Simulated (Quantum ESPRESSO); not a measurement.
Runs of Quantum ESPRESSO 7.5 on TePd. Symmetry: P4_2/mmc, No. 131, tetragonal system. Conventional cell: a = 4.868 Å, b = 4.868 Å, c = 6.061 Å, α = 90.00°, β = 90.00°, γ = 90.00°. Around Pd (site symmetry mmm) lie 4 Te at 2.87 Å. Te (site symmetry -4m2) has 4 Pd at 2.87 Å and 2 Te at 3.03 Å as nearest neighbours. Measurements of this composition are mostly on another form, of space group No. 194.

| level | U | gap on the mesh (eV) | pressure (GPa) | moment (μB) |
| --- | --- | --- | --- | --- |
| PBEsol+U | Pd d U = 1 eV | none | -8.5 | 0.00 |
| PBEsol+U | Pd d U = 2 eV | none | (b) | 0.00 |
| PBEsol+U | Pd d U = 8 eV | none | -8.7 | 0.00 |
| PBEsol+U | Pd d U = 4 eV | none | (a) | 0.00 |
| PBEsol | - | none | -8.4 | 0.00 |

Alike in all rows: task single point; potentials or basis GBRV 1.5 PBEsol; spin collinear, antiferromagnetic start; cell as given; k mesh 4 × 4 × 3; cutoff (eV) 612; smearing gaussian 0.05 eV.

Fill in the values left out.

(a) -8.8; (b) -8.6.

Caveats: the U is typed as a test and isn't derived for this compound (some runs).

A k mesh can miss the band edges, and the runs leave out spin-orbit coupling on Pd, Te.

A gap of «none» marks a metal or a gap under the smearing width.
